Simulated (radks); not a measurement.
**The Coulomb parameter U of the 3d shell of Zn³⁺**

Aim: U as the second difference [E(n + 1) + E(n − 1) − 2E(n)]/1², with all orbitals relaxed. Bare: the atom's charge changes with n. Screened: the 4s shell takes up the change. The start is a model configuration, not necessarily the ground state.

Method: scalar-relativistic Kohn-Sham, r2SCAN, spin-unpolarised, spherical densities, finite nucleus. Code: radks (a radial shooting solver on a logarithmic mesh, Libxc functionals) version 1.

### 1 The atom as given

* element: zinc (Z = 30)
* charge: +3
* electrons: 27
* configuration: [Ar] 3d8 4s1
* nuclear rms radius: 3.9283 fm

Outer shells as boxes (Hund's rule):

Zn³⁺
```
[Ar] core
3d [↑↓][↑↓][↑↓][↑ ][↑ ]
4s [↑ ]
```

### 2 Start: [Ar] 3d8 4s1

The run's settings:

```text
Z 30
configuration [Ar] 3d8 4s1
relativity scalar-relativistic
functional r2scan,r2scan
spin unpolarised
nucleus finite rms 3.9283 fm
c 137.035999084
```

Started as:

```sh
$ python run_ks.py task.json out
```

All runs below come from this command, one after another.

### 3 Bare +1: [Ar] 3d9 4s1

Changes since step 2:

```diff
@@ -1,3 +1,3 @@
 Z 30
-configuration [Ar] 3d8 4s1
+configuration [Ar] 3d9 4s1
 relativity scalar-relativistic
```

### 4 Bare -1: [Ar] 3d7 4s1

Changes since step 3:

```diff
@@ -1,3 +1,3 @@
 Z 30
-configuration [Ar] 3d9 4s1
+configuration [Ar] 3d7 4s1
 relativity scalar-relativistic
```

### 5 Screened +1: [Ar] 3d9

Changes since step 4:

```diff
@@ -1,3 +1,3 @@
 Z 30
-configuration [Ar] 3d7 4s1
+configuration [Ar] 3d9
 relativity scalar-relativistic
```

### 6 Screened -1: [Ar] 3d7 4s2

Changes since step 5:

```diff
@@ -1,3 +1,3 @@
 Z 30
-configuration [Ar] 3d9
+configuration [Ar] 3d7 4s2
 relativity scalar-relativistic
```

Before running it: what results should come out?

**Answer**, as computed:

```
                  quantity  value (eV)
                   U, bare      22.548
         U, screened by 4s       5.393
F0(3d,3d), frozen orbitals      32.106
```

In words: Relaxing the orbitals brings U down to 70 % of the Slater integral F0. Letting 4s compensate leaves 24 % of the bare value; this second difference measures U(3d,3d) + U(4s,4s) − 2U(3d,4s). A solid screens further than the bare atom, so the bare value is an upper guide for the U of a crystal.
